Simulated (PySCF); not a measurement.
**How the numerical set-up moves the result for SnF**

Aim: see how much the energy and properties of SnF depend on the numerical set-up.

Computed with PySCF 2.14.0. Level: each script names its method and basis.

1 further run of the same task is left out (for a known fault of the program).

## Step 1: Starting geometry

SnF: 2 atoms, charge 0, spin multiplicity 2.

Bond lengths: Sn1–F2 1.965 Å.

## Step 2: Base script

input.py reads:

```python
from pyscf import gto, scf

mol = gto.M(
    atom='Sn 0 0 0; F 0 0 1.965',
    basis='def2-svp',
    ecp={'Sn': 'def2-svp'},
    charge=0,
    spin=1,
    verbose=4,
)
mf = scf.UHF(mol)
mf.kernel()
mf.stability(internal=True, external=True)
mf.dip_moment()
print('orbital energies (hartree):', [e[max(0, n-3):n+3].round(4) for e, n in zip(mf.mo_energy, mol.nelec)])
```

On the command line:

```bash
$ OMP_NUM_THREADS=1 python input.py
```

The log of this run is left out.

It gives: E(SCF) = -312.722864 Eh, 11 cycles, ⟨S²⟩ = 0.763, μ = 3.21 D, internal stable; real -> complex stable; UHF/UKS -> GHF/GKS unstable.

The bond length is a typed value, not an optimised one.

## Step 3: Core potential off

Variant 1 changes core potential: on → off. The core potential changes with it: totals don't compare.

input.py reads:

```python
from pyscf import gto, scf

mol = gto.M(
    atom='Sn 0 0 0; F 0 0 1.965',
    basis='def2-svp',
    charge=0,
    spin=1,
    verbose=4,
)
mf = scf.UHF(mol)
mf.kernel()
mf.stability(internal=True, external=True)
mf.dip_moment()
print('orbital energies (hartree):', [e[max(0, n-3):n+3].round(4) for e, n in zip(mf.mo_energy, mol.nelec)])
```

On the command line:

```bash
$ OMP_NUM_THREADS=1 python input.py
```

## Step 4: Cartesian functions on

Variant 2 changes Cartesian functions: off → on.

input.py: that of step 2 with these lines changed.

```diff
@@ -8,2 +8,3 @@
     spin=1,
+    cart=True,
     verbose=4,
```

## Step 5: Cc-pvtz-dk (core potential off, X2C on)

Variant 3 changes basis set: def2-svp → cc-pvtz-dk; core potential: on → off; spin-free X2C: off → on. The core potential changes with it: totals don't compare.

input.py: that of step 2 with these lines changed.

```diff
@@ -4,4 +4,3 @@
     atom='Sn 0 0 0; F 0 0 1.965',
-    basis='def2-svp',
-    ecp={'Sn': 'def2-svp'},
+    basis='cc-pvtz-dk',
     charge=0,
@@ -11,2 +10,3 @@
 mf = scf.UHF(mol)
+mf = mf.sfx2c1e()
 mf.kernel()
```

Before running it: what results should come out? Wanted: for each run, E(SCF); from base; gap, α spin; SCF dipole; after the SCF.

As calculated:

```
                                    run  E(SCF) (hartree)  from base (eV)  cycles  gap, α spin (eV)  SCF dipole (D)  functions                                            after the SCF
                                   base       -312.722864               0      11              7.00            3.21         40                             unstable: UHF/UKS -> GHF/GKS
       core potential off (poor choice)      -1740.363537  not comparable      10              2.39            0.63         40  unstable: internal, real -> complex, UHF/UKS -> GHF/GKS
                 Cartesian functions on       -312.724108         -0.0339      12              7.01            3.21         43                             unstable: UHF/UKS -> GHF/GKS
cc-pvtz-dk (core potential off, X2C on)      -6273.336469  not comparable      12              6.98            2.98         82                             unstable: UHF/UKS -> GHF/GKS
```

What this shows: The dearest run is “cc-pvtz-dk (core potential off, X2C on)”, at 9.1 s against 1.3 s. Rows marked «poor choice» come from settings spoiled on purpose.
